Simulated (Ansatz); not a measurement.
# H7NOSi2: the cost of one run

Computed with Ansatz 0.2.0 through its Python package. Level of theory: r2SCAN0/def2-SVP.

**1. Starting point**

Bond lengths: N1–Si2 1.676 Å, Si2–O3 1.649 Å, Si2–Si4 2.287 Å, N1–H5 1.048 Å, N1–H6 1.071 Å, Si2–H7 1.503 Å, O3–H8 1.009 Å, Si4–H9 1.456 Å, Si4–H10 1.478 Å, Si4–H11 1.576 Å. Angles (14 of 16 angles, heavy atoms first): N1–Si2–O3 100.6°, N1–Si2–Si4 117.8°, O3–Si2–Si4 113.3°, N1–Si2–H7 104.1°, O3–Si2–H7 110.0°, Si4–Si2–H7 110.4°, Si2–N1–H5 109.1°, Si2–N1–H6 109.0°, Si2–O3–H8 110.3°, Si2–Si4–H9 111.4°, Si2–Si4–H10 113.1°, Si2–Si4–H11 108.6°, H5–N1–H6 100.2°, H9–Si4–H10 112.4°.

The script reads h7nosi2.xyz:

```xyz
11

N     0.59670    0.83320    1.44440
Si    0.56190   -0.33910    0.24730
O     0.11020   -1.65870    1.12740
Si   -0.77320    0.03460   -1.57170
H     0.88340    1.74800    1.02070
H    -0.40850    1.06570    1.73350
H     1.99830   -0.47170   -0.17600
H     0.59200   -1.66950    2.01360
H    -0.43870    1.29120   -2.22770
H    -0.79850   -1.10320   -2.51450
H    -2.25830    0.21250   -1.07650
```

**2. Script**

File h7nosi2_tae.py:

```python
"""Energy to split H7NOSi2 into its atoms."""

from collections import Counter

import ansatz as az


def single_point(molecule, charge=0, unpaired=0):
    calc = molecule.calculation().basis(gaussian="def2-SVP").functional("r2scan0")
    if charge:
        calc = calc.charge(charge)
    if unpaired:
        calc = calc.spin("collinear", total=unpaired)
    return calc.run(threads=1, backend="cpu").report["free_energy_ev"]

h7nosi2 = az.Crystal.molecule_from_extxyz("h7nosi2.xyz")

# Hund ground states
unpaired = {"N": 3, "Si": 2, "O": 2, "H": 1}
counts = Counter(site.symbol for site in h7nosi2.cartesian_sites)
atom_energy = {s: single_point(az.Crystal.molecule().atom(s, (0, 0, 0)), 0, unpaired[s]) for s in counts}
whole = single_point(h7nosi2, 0, 0)
for s, e in atom_energy.items():
    print(f"{s:2s} x{counts[s]}  {e:14.5f} eV")
print(f"H7NOSi2: {whole:.5f} eV")
split = sum(counts[s] * e for s, e in atom_energy.items()) - whole
print(f"atomisation energy (no zero-point term): {23.060548 * split:.1f} kcal/mol, {split / sum(counts.values()):.3f} eV an atom")
```

**3. The calls as engine input**

The engine receives this input (first run):

```yaml
crystal:
  periodic: [false, false, false]
  atoms:
    - { symbol: "N", position_ang: [0.0, 0.0, 0.0] }
basis:
  gaussian:
    orbitals: def2-SVP
hamiltonian:
  xc: r2scan0
magnetization:
  spin_polarized: true
  initial_magnetization: 3.0
```

**4. Running it**

Command:

```bash
python h7nosi2_tae.py
```

Q: Estimate wall time and peak memory on 1 thread of Intel Xeon 6975P-C (Granite Rapids), shared host.

About 3.8 s, with a peak of 0.27 GiB.
